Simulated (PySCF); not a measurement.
# Zr: excitation energy in x2c-QZVPPall

Wanted: the excitation energy of zirconium, up a ladder of methods.

Method: unrestricted determinants in a Gaussian basis, no spin-orbit coupling in the energies. Code: PySCF 2.14.0.

## (1) The atom as given

```
Element                                   : zirconium (Z = 40)
Basis                                     : x2c-QZVPPall (13s8p7d3f2g, 111 functions)
Hamiltonian                               : scalar relativity by spin-free X2C-1e
State 1                                   : Zr: [Kr] 4d4, high-spin 5D determinant (an excited configuration)
Needed too, but not shown                 : Zr [Kr] 4d2 5s2 (3F)
Methods                                   : UHF, LDA, PBE, PBE0, r2SCAN, BLYP, M06-2X, TPSS, MP2
Core shells frozen in the correlated runs : valence: [Kr]; valence and next inner shell: [Ar] 3d10 (for Zr)
```

The outer shells:

Zr [Kr] 4d4
```
[Kr] core
4d [↑ ][↑ ][↑ ][↑ ][  ]
```

The runs were made by one driver on top of PySCF. The scripts below sum up each run's settings (the driver also hands on starting orbitals that pick excited configurations, and frozen orbitals as a list rather than a count), and the logs come from the driver's own runs. The driver starts from symmetry-adapted Hartree-Fock orbitals, holds the occupation by maximum overlap and uses a logarithmic radial grid for functionals, so a plain start would take other cycles.

The integrals over 111 functions and the set-up took 3.4 s of CPU time.

## (2) Zr [Kr] 4d4, method by method

Level: UHF.

File input.py:

```python
from pyscf import gto, scf, dft, mp, cc
import basis_set_exchange as bse
mol = gto.M(atom="Zr 0 0 0", charge=0, spin=4, symmetry="D2h",
            basis=gto.basis.parse(bse.get_basis("x2c-QZVPPall", elements=["Zr"], fmt="nwchem")),
            nucmod="G")
mf = scf.UHF(mol).sfx2c1e()
mf.irrep_nelec = {'Ag': (7, 6), 'B1g': (2, 1), 'B2g': (2, 1), 'B3g': (2, 1), 'B1u': (3, 3), 'B2u': (3, 3), 'B3u': (3, 3)}
mf.kernel()
```

The program printed:

```text
damping factor = 0
level_shift factor = 0
DIIS = <class 'pyscf.scf.diis.CDIIS'>
diis_start_cycle = 1
diis_space = 10
diis_damp = 0
SCF conv_tol = 1e-09
SCF conv_tol_grad = None
number electrons alpha = 22  beta = 18
cycle= 1 E= -3596.13405196946  delta_E= -0.00264  |g|= 0.0168  |ddm|= 0.0278
cycle= 2 E= -3596.13420023561  delta_E= -0.000148  |g|= 0.00481  |ddm|= 0.00935
cycle= 3 E= -3596.13427783134  delta_E= -7.76e-05  |g|= 0.00336  |ddm|= 0.0131
cycle= 4 E= -3596.13431044224  delta_E= -3.26e-05  |g|= 0.0037  |ddm|= 0.00458
cycle= 5 E= -3596.13417525179  delta_E= 0.000135  |g|= 0.000958  |ddm|= 0.029
cycle= 6 E= -3596.13416849135  delta_E= 6.76e-06  |g|= 0.00029  |ddm|= 0.0081
cycle= 7 E= -3596.13416877095  delta_E= -2.8e-07  |g|= 0.000148  |ddm|= 0.00089
cycle= 8 E= -3596.13416887454  delta_E= -1.04e-07  |g|= 2.88e-05  |ddm|= 0.000921
cycle= 9 E= -3596.134168878  delta_E= -3.46e-09  |g|= 1.22e-05  |ddm|= 0.000141
cycle= 10 E= -3596.13416887866  delta_E= -6.67e-10  |g|= 6.23e-06  |ddm|= 6.78e-05
converged SCF energy = -3596.13416887866  <S^2> = 6.0061688  2S+1 = 5.0024669
```

It used 4.2 s of CPU time after the integrals (shared host).

Orbital energies by shell (radii are means over both spins):

| shell | electrons | mean orbital energy (eV) | spread (eV) | rms radius (bohr) |
| --- | --- | --- | --- | --- |
| 1s β | 1 | -18093.3 | 0 | 0.0426 |
| 1s α | 1 | -18093.2 | 0 | 0.0426 |
| 2s α | 1 | -2574.9 | 0 | 0.176 |
| 2s β | 1 | -2574.5 | 0 | 0.176 |
| 2p α | 3 | -2290.1 | 0.002 | 0.157 |
| 2p β | 3 | -2289.8 | 0.095 | 0.157 |
| 3s α | 1 | -449.24 | 0 | 0.488 |
| 3s β | 1 | -449.12 | 0 | 0.488 |
| 3p α | 3 | -353.67 | 0.143 | 0.496 |
| 3p β | 3 | -353.50 | 0.216 | 0.496 |
| 3d α | 5 | -196.65 | 0.504 | 0.495 |
| 3d β | 5 | -196.07 | 0.259 | 0.495 |
| 4s α | 1 | -64.746 | 0 | 1.31 |
| 4s β | 1 | -62.024 | 0 | 1.31 |
| 4p α | 3 | -38.582 | 0.486 | 1.50 |
| 4p β | 3 | -34.404 | 0.825 | 1.50 |
| 4d α | 4 | -4.771 | 0.991 | 2.96 |

⟨S²⟩ = 6.006, ⟨L²⟩ = 6.04.

Spin-orbit constants on these orbitals (cm⁻¹; bare nucleus, screened nucleus, mean field): 4d 408.2, 306.2, n/a. To first order in LS coupling the lowest level has J = 0 and lies 0.0569 eV below the centre of the term.

Level: LDA.

Changes to input.py:

```diff
@@ -5,3 +5,3 @@
             nucmod="G")
-mf = scf.UHF(mol).sfx2c1e()
+mf = dft.UKS(mol, xc="LDA,VWN").sfx2c1e()
 mf.irrep_nelec = {'Ag': (7, 6), 'B1g': (2, 1), 'B2g': (2, 1), 'B3g': (2, 1), 'B1u': (3, 3), 'B2u': (3, 3), 'B3u': (3, 3)}
```

The program printed:

```text
damping factor = 0
level_shift factor = 0
DIIS = <class 'pyscf.scf.diis.CDIIS'>
diis_start_cycle = 1
diis_space = 10
diis_damp = 0
SCF conv_tol = 1e-09
SCF conv_tol_grad = None
number electrons alpha = 22  beta = 18
XC functionals = LDA,VWN
    P. A. M. Dirac.,  Math. Proc. Cambridge Philos. Soc. 26, 376 (1930)
    F. Bloch.,  Z. Phys. 57, 545 (1929)
    S. H. Vosko, L. Wilk, and M. Nusair.,  Can. J. Phys. 58, 1200 (1980)
cycle= 1 E= -3593.76341059459  delta_E= -0.0327  |g|= 0.0941  |ddm|= 0.235
cycle= 2 E= -3593.76234197468  delta_E= 0.00107  |g|= 0.0852  |ddm|= 0.0822
cycle= 3 E= -3593.76369094066  delta_E= -0.00135  |g|= 0.035  |ddm|= 0.0768
cycle= 4 E= -3593.76426152668  delta_E= -0.000571  |g|= 0.00423  |ddm|= 0.0321
cycle= 5 E= -3593.76427395422  delta_E= -1.24e-05  |g|= 0.000898  |ddm|= 0.00541
cycle= 6 E= -3593.76427459415  delta_E= -6.4e-07  |g|= 2.76e-05  |ddm|= 0.000965
cycle= 7 E= -3593.76427459468  delta_E= -5.27e-10  |g|= 3.56e-06  |ddm|= 3.27e-05
converged SCF energy = -3593.76427459468  <S^2> = 6.0005342  2S+1 = 5.0002137
```

CPU time 2.5 s on a shared host, the integrals not counted.

Level: PBE.

Changes to input.py:

```diff
@@ -5,3 +5,3 @@
             nucmod="G")
-mf = dft.UKS(mol, xc="LDA,VWN").sfx2c1e()
+mf = dft.UKS(mol, xc="PBE").sfx2c1e()
 mf.irrep_nelec = {'Ag': (7, 6), 'B1g': (2, 1), 'B2g': (2, 1), 'B3g': (2, 1), 'B1u': (3, 3), 'B2u': (3, 3), 'B3u': (3, 3)}
```

The program printed:

```text
damping factor = 0
level_shift factor = 0
DIIS = <class 'pyscf.scf.diis.CDIIS'>
diis_start_cycle = 1
diis_space = 10
diis_damp = 0
SCF conv_tol = 1e-09
SCF conv_tol_grad = None
number electrons alpha = 22  beta = 18
XC functionals = PBE
    J. P. Perdew, K. Burke, and M. Ernzerhof.,  Phys. Rev. Lett. 77, 3865 (1996)
    J. P. Perdew, K. Burke, and M. Ernzerhof.,  Phys. Rev. Lett. 78, 1396 (1997)
    J. P. Perdew, K. Burke, and M. Ernzerhof.,  Phys. Rev. Lett. 77, 3865 (1996)
    J. P. Perdew, K. Burke, and M. Ernzerhof.,  Phys. Rev. Lett. 78, 1396 (1997)
cycle= 1 E= -3597.82356964962  delta_E= -0.0217  |g|= 0.052  |ddm|= 0.196
cycle= 2 E= -3597.82313425987  delta_E= 0.000435  |g|= 0.0517  |ddm|= 0.0635
cycle= 3 E= -3597.82377384579  delta_E= -0.00064  |g|= 0.0201  |ddm|= 0.051
cycle= 4 E= -3597.82397322837  delta_E= -0.000199  |g|= 0.00214  |ddm|= 0.019
cycle= 5 E= -3597.82397639313  delta_E= -3.16e-06  |g|= 0.000512  |ddm|= 0.00296
cycle= 6 E= -3597.82397660455  delta_E= -2.11e-07  |g|= 2.43e-05  |ddm|= 0.000635
cycle= 7 E= -3597.82397660505  delta_E= -4.97e-10  |g|= 1.07e-06  |ddm|= 3.24e-05
converged SCF energy = -3597.82397660505  <S^2> = 6.000973  2S+1 = 5.0003892
```

CPU time 3.7 s on a shared host, the integrals not counted.

Level: PBE0.

Changes to input.py:

```diff
@@ -5,3 +5,3 @@
             nucmod="G")
-mf = dft.UKS(mol, xc="PBE").sfx2c1e()
+mf = dft.UKS(mol, xc="PBE0").sfx2c1e()
 mf.irrep_nelec = {'Ag': (7, 6), 'B1g': (2, 1), 'B2g': (2, 1), 'B3g': (2, 1), 'B1u': (3, 3), 'B2u': (3, 3), 'B3u': (3, 3)}
```

The program printed:

```text
damping factor = 0
level_shift factor = 0
DIIS = <class 'pyscf.scf.diis.CDIIS'>
diis_start_cycle = 1
diis_space = 10
diis_damp = 0
SCF conv_tol = 1e-09
SCF conv_tol_grad = None
number electrons alpha = 22  beta = 18
XC functionals = PBE0
    C. Adamo and V. Barone.,  J. Chem. Phys. 110, 6158 (1999)
    M. Ernzerhof and G. E. Scuseria.,  J. Chem. Phys. 110, 5029 (1999)
cycle= 1 E= -3597.88756431493  delta_E= -0.0124  |g|= 0.0292  |ddm|= 0.129
cycle= 2 E= -3597.88906334476  delta_E= -0.0015  |g|= 0.0247  |ddm|= 0.156
cycle= 3 E= -3597.89455318039  delta_E= -0.00549  |g|= 0.0282  |ddm|= 0.377
cycle= 4 E= -3597.88929681353  delta_E= 0.00526  |g|= 0.0184  |ddm|= 0.378
cycle= 5 E= -3597.88765184122  delta_E= 0.00164  |g|= 0.00679  |ddm|= 0.118
cycle= 6 E= -3597.88768260815  delta_E= -3.08e-05  |g|= 0.00281  |ddm|= 0.0227
cycle= 7 E= -3597.88767408039  delta_E= 8.53e-06  |g|= 0.000687  |ddm|= 0.0169
cycle= 8 E= -3597.88767206455  delta_E= 2.02e-06  |g|= 0.000153  |ddm|= 0.00402
cycle= 9 E= -3597.88767204939  delta_E= 1.52e-08  |g|= 2.18e-05  |ddm|= 0.000788
cycle= 10 E= -3597.88767204692  delta_E= 2.47e-09  |g|= 2e-06  |ddm|= 0.000151
cycle= 11 E= -3597.8876720469  delta_E= 1.55e-11  |g|= 4.11e-07  |ddm|= 1.47e-05
converged SCF energy = -3597.8876720469  <S^2> = 6.0016468  2S+1 = 5.0006587
```

It used 7.6 s of CPU time after the integrals (shared host).

Level: r2SCAN.

Changes to input.py:

```diff
@@ -5,3 +5,3 @@
             nucmod="G")
-mf = dft.UKS(mol, xc="PBE0").sfx2c1e()
+mf = dft.UKS(mol, xc="R2SCAN").sfx2c1e()
 mf.irrep_nelec = {'Ag': (7, 6), 'B1g': (2, 1), 'B2g': (2, 1), 'B3g': (2, 1), 'B1u': (3, 3), 'B2u': (3, 3), 'B3u': (3, 3)}
```

The program printed:

```text
damping factor = 0
level_shift factor = 0
DIIS = <class 'pyscf.scf.diis.CDIIS'>
diis_start_cycle = 1
diis_space = 10
diis_damp = 0
SCF conv_tol = 1e-09
SCF conv_tol_grad = None
number electrons alpha = 22  beta = 18
XC functionals = R2SCAN
    J. W. Furness, A. D. Kaplan, J. Ning, J. P. Perdew, and J. Sun.,  J. Phys. Chem. Lett. 11, 8208-8215 (2020)
    J. W. Furness, A. D. Kaplan, J. Ning, J. P. Perdew, and J. Sun.,  J. Phys. Chem. Lett. 11, 9248-9248 (2020)
    J. W. Furness, A. D. Kaplan, J. Ning, J. P. Perdew, and J. Sun.,  J. Phys. Chem. Lett. 11, 8208-8215 (2020)
    J. W. Furness, A. D. Kaplan, J. Ning, J. P. Perdew, and J. Sun.,  J. Phys. Chem. Lett. 11, 9248-9248 (2020)
cycle= 1 E= -3598.19516567381  delta_E= -0.0132  |g|= 0.0371  |ddm|= 0.132
cycle= 2 E= -3598.19520166175  delta_E= -3.6e-05  |g|= 0.017  |ddm|= 0.0279
cycle= 3 E= -3598.19523265081  delta_E= -3.1e-05  |g|= 0.0151  |ddm|= 0.0261
cycle= 4 E= -3598.19533859191  delta_E= -0.000106  |g|= 0.000806  |ddm|= 0.0116
cycle= 5 E= -3598.19533891757  delta_E= -3.26e-07  |g|= 0.00026  |ddm|= 0.00112
cycle= 6 E= -3598.19533896547  delta_E= -4.79e-08  |g|= 1.9e-05  |ddm|= 0.000323
cycle= 7 E= -3598.19533896563  delta_E= -1.6e-10  |g|= 2.42e-06  |ddm|= 4.22e-05
converged SCF energy = -3598.19533896563  <S^2> = 6.002606  2S+1 = 5.0010423
```

CPU time 9 s on a shared host, the integrals not counted.

Level: BLYP.

Changes to input.py:

```diff
@@ -5,3 +5,3 @@
             nucmod="G")
-mf = dft.UKS(mol, xc="R2SCAN").sfx2c1e()
+mf = dft.UKS(mol, xc="BLYP").sfx2c1e()
 mf.irrep_nelec = {'Ag': (7, 6), 'B1g': (2, 1), 'B2g': (2, 1), 'B3g': (2, 1), 'B1u': (3, 3), 'B2u': (3, 3), 'B3u': (3, 3)}
```

The program printed:

```text
damping factor = 0
level_shift factor = 0
DIIS = <class 'pyscf.scf.diis.CDIIS'>
diis_start_cycle = 1
diis_space = 10
diis_damp = 0
SCF conv_tol = 1e-09
SCF conv_tol_grad = None
number electrons alpha = 22  beta = 18
XC functionals = BLYP
    A. D. Becke.,  Phys. Rev. A 38, 3098 (1988)
    C. Lee, W. Yang, and R. G. Parr.,  Phys. Rev. B 37, 785 (1988)
    B. Miehlich, A. Savin, H. Stoll, and H. Preuss.,  Chem. Phys. Lett. 157, 200 (1989)
cycle= 1 E= -3598.31645262367  delta_E= -0.0252  |g|= 0.0653  |ddm|= 0.239
cycle= 2 E= -3598.31349885341  delta_E= 0.00295  |g|=  0.1  |ddm|= 0.126
cycle= 3 E= -3598.31770048395  delta_E= -0.0042  |g|= 0.0153  |ddm|= 0.0876
cycle= 4 E= -3598.31779839222  delta_E= -9.79e-05  |g|= 0.000754  |ddm|= 0.0122
cycle= 5 E= -3598.3177987082  delta_E= -3.16e-07  |g|= 0.000245  |ddm|= 0.00103
cycle= 6 E= -3598.31779875168  delta_E= -4.35e-08  |g|= 6.96e-05  |ddm|= 0.000364
cycle= 7 E= -3598.31779875568  delta_E= -4e-09  |g|= 3.17e-06  |ddm|= 7.66e-05
cycle= 8 E= -3598.31779875569  delta_E= -7.28e-12  |g|= 1.59e-07  |ddm|= 3.62e-06
converged SCF energy = -3598.31779875569  <S^2> = 6.0004967  2S+1 = 5.0001987
```

It used 4.1 s of CPU time after the integrals (shared host).

Level: M06-2X.

Changes to input.py:

```diff
@@ -5,3 +5,3 @@
             nucmod="G")
-mf = dft.UKS(mol, xc="BLYP").sfx2c1e()
+mf = dft.UKS(mol, xc="M062X").sfx2c1e()
 mf.irrep_nelec = {'Ag': (7, 6), 'B1g': (2, 1), 'B2g': (2, 1), 'B3g': (2, 1), 'B1u': (3, 3), 'B2u': (3, 3), 'B3u': (3, 3)}
```

The program printed:

```text
damping factor = 0
level_shift factor = 0
DIIS = <class 'pyscf.scf.diis.CDIIS'>
diis_start_cycle = 1
diis_space = 10
diis_damp = 0
SCF conv_tol = 1e-09
SCF conv_tol_grad = None
number electrons alpha = 22  beta = 18
XC functionals = M062X
    Y. Zhao and D. G. Truhlar.,  Theor. Chem. Acc. 120, 215 (2008)
    Y. Zhao and D. G. Truhlar.,  Theor. Chem. Acc. 120, 215 (2008)
cycle= 1 E= -3598.42330439475  delta_E= -0.0266  |g|= 0.0671  |ddm|= 0.267
cycle= 2 E= -3598.42395163484  delta_E= -0.000647  |g|= 0.0285  |ddm|= 0.0531
cycle= 3 E= -3598.42560372133  delta_E= -0.00165  |g|= 0.017  |ddm|= 0.0775
cycle= 4 E= -3598.42928251723  delta_E= -0.00368  |g|= 0.0251  |ddm|= 0.107
cycle= 5 E= -3598.42391787751  delta_E= 0.00536  |g|= 0.0109  |ddm|= 0.192
cycle= 6 E= -3598.42351454081  delta_E= 0.000403  |g|= 0.00614  |ddm|= 0.074
cycle= 7 E= -3598.4235287521  delta_E= -1.42e-05  |g|= 0.00439  |ddm|= 0.00857
cycle= 8 E= -3598.42354063662  delta_E= -1.19e-05  |g|= 0.000645  |ddm|= 0.0237
cycle= 9 E= -3598.42353815251  delta_E= 2.48e-06  |g|= 0.000269  |ddm|= 0.00397
cycle= 10 E= -3598.42353777725  delta_E= 3.75e-07  |g|= 0.000127  |ddm|= 0.00212
cycle= 11 E= -3598.42353780007  delta_E= -2.28e-08  |g|= 2.21e-05  |ddm|= 0.000689
cycle= 12 E= -3598.42353780012  delta_E= -5.37e-11  |g|= 3.55e-06  |ddm|= 0.000158
converged SCF energy = -3598.42353780012  <S^2> = 6.0007586  2S+1 = 5.0003034
```

CPU time 17 s on a shared host, the integrals not counted.

Level: TPSS.

Changes to input.py:

```diff
@@ -5,3 +5,3 @@
             nucmod="G")
-mf = dft.UKS(mol, xc="M062X").sfx2c1e()
+mf = dft.UKS(mol, xc="TPSS").sfx2c1e()
 mf.irrep_nelec = {'Ag': (7, 6), 'B1g': (2, 1), 'B2g': (2, 1), 'B3g': (2, 1), 'B1u': (3, 3), 'B2u': (3, 3), 'B3u': (3, 3)}
```

The program printed:

```text
damping factor = 0
level_shift factor = 0
DIIS = <class 'pyscf.scf.diis.CDIIS'>
diis_start_cycle = 1
diis_space = 10
diis_damp = 0
SCF conv_tol = 1e-09
SCF conv_tol_grad = None
number electrons alpha = 22  beta = 18
XC functionals = TPSS
    J. Tao, J. P. Perdew, V. N. Staroverov, and G. E. Scuseria.,  Phys. Rev. Lett. 91, 146401 (2003)
    J. P. Perdew, J. Tao, V. N. Staroverov, and G. E. Scuseria.,  J. Chem. Phys. 120, 6898 (2004)
    J. Tao, J. P. Perdew, V. N. Staroverov, and G. E. Scuseria.,  Phys. Rev. Lett. 91, 146401 (2003)
    J. P. Perdew, J. Tao, V. N. Staroverov, and G. E. Scuseria.,  J. Chem. Phys. 120, 6898 (2004)
cycle= 1 E= -3598.06302497522  delta_E= -0.0169  |g|= 0.0676  |ddm|= 0.19
cycle= 2 E= -3598.0630316551  delta_E= -6.68e-06  |g|= 0.0483  |ddm|= 0.0449
cycle= 3 E= -3598.06321554537  delta_E= -0.000184  |g|= 0.0178  |ddm|= 0.0351
cycle= 4 E= -3598.06336205052  delta_E= -0.000147  |g|= 0.00345  |ddm|= 0.0183
cycle= 5 E= -3598.06336972599  delta_E= -7.68e-06  |g|= 0.000463  |ddm|= 0.00415
cycle= 6 E= -3598.06336988972  delta_E= -1.64e-07  |g|= 3.27e-05  |ddm|= 0.000604
cycle= 7 E= -3598.06336989067  delta_E= -9.49e-10  |g|= 2.28e-06  |ddm|= 5.52e-05
converged SCF energy = -3598.06336989067  <S^2> = 6.0010639  2S+1 = 5.0004256
```

CPU time 9.2 s on a shared host, the integrals not counted.

Level: MP2 (valence).

Changes to input.py:

```diff
@@ -5,4 +5,5 @@
             nucmod="G")
-mf = dft.UKS(mol, xc="TPSS").sfx2c1e()
+mf = scf.UHF(mol).sfx2c1e()
 mf.irrep_nelec = {'Ag': (7, 6), 'B1g': (2, 1), 'B2g': (2, 1), 'B3g': (2, 1), 'B1u': (3, 3), 'B2u': (3, 3), 'B3u': (3, 3)}
 mf.kernel()
+mp.UMP2(mf, frozen=18).kernel()
```

No log was kept for this step.

CPU time 0.3 s on a shared host, the integrals not counted.

With 4 electrons correlated, the MP2 correlation energy is -0.03979 hartree (-0.03979 same spin, 0.00000 opposite spin); the SCS form gives -0.01326. Largest pairs of shells: 4d-4d -0.0398.

## (3) Zr [Kr] 4d4, continued

Level: MP2 (valence and next inner shell).

Changes to input.py since step 2:

```diff
@@ -8,2 +8,2 @@
 mf.kernel()
-mp.UMP2(mf, frozen=18).kernel()
+mp.UMP2(mf, frozen=14).kernel()
```

This step left no log, only its results.

It used 1.6 s of CPU time after the integrals (shared host).

With 12 electrons correlated, the MP2 correlation energy is -0.30856 hartree (-0.11192 same spin, -0.19664 opposite spin); the SCS form gives -0.27327. Largest pairs of shells: 4p-4d -0.1072, 4p-4p -0.1043, 4d-4d -0.0398, 4s-4p -0.0370, 4s-4d -0.0136.

Radial density 4πr²ρ of Zr at UHF, without picture-change correction:

| r (bohr) | density | spin density |
| --- | --- | --- |
| 0.000582 | 0.376 | 0.000 |
| 0.000979 | 0.919 | 0.000 |
| 0.00165 | 2.20 | 0.000 |
| 0.00277 | 5.11 | 0.000 |
| 0.00466 | 11.2 | -0.001 |
| 0.00783 | 22.4 | -0.001 |
| 0.0132 | 38.2 | -0.002 |
| 0.0222 | 49.9 | -0.003 |
| 0.0373 | 46.2 | -0.006 |
| 0.0627 | 43.8 | -0.012 |
| 0.105 | 60.9 | 0.015 |
| 0.177 | 45.4 | 0.156 |
| 0.298 | 41.8 | 0.230 |
| 0.502 | 34.2 | 0.029 |
| 0.844 | 9.69 | 0.209 |
| 1.42 | 7.81 | 1.436 |
| 2.39 | 2.10 | 1.350 |
| 4.02 | 0.453 | 0.445 |
| 6.76 | 0.0477 | 0.048 |
| 11.4 | 0.000978 | 0.001 |

## (4) The energy differences

Excitation energy: Zr [Kr] 4d2 5s2 (3F) → Zr [Kr] 4d4 (5D).

| method | value (eV) |
| --- | --- |
| UHF | 2.501 |
| LDA | 1.923 |
| PBE | 1.802 |
| PBE0 | 1.917 |
| r2SCAN | 1.865 |
| BLYP | 2.292 |
| M06-2X | 2.923 |
| TPSS | 1.921 |
| MP2 (valence) | 2.692 |
| SCS-MP2 (valence) | 3.380 |
| MP2 (valence and next inner shell) | 2.504 |
| SCS-MP2 (valence and next inner shell) | 3.130 |

A first-order spin-orbit estimate (lowest level to lowest level, LS coupling) adds 0.044 eV.

The differences also use runs on Zr [Kr] 4d2 5s2 (3F), which are not shown here.

## (5) Summary of results

```
                        quantity                                                   value
excitation energy, Zr → [Kr] 4d4  UHF 2.501, MP2 (valence and next inner shell) 2.504 eV
```

**Reading.** The methods span 1.579 eV, from PBE (1.802) to SCS-MP2 (valence) (3.380). No reference value is at hand in this session. The basis is finite, and no extrapolation was made.
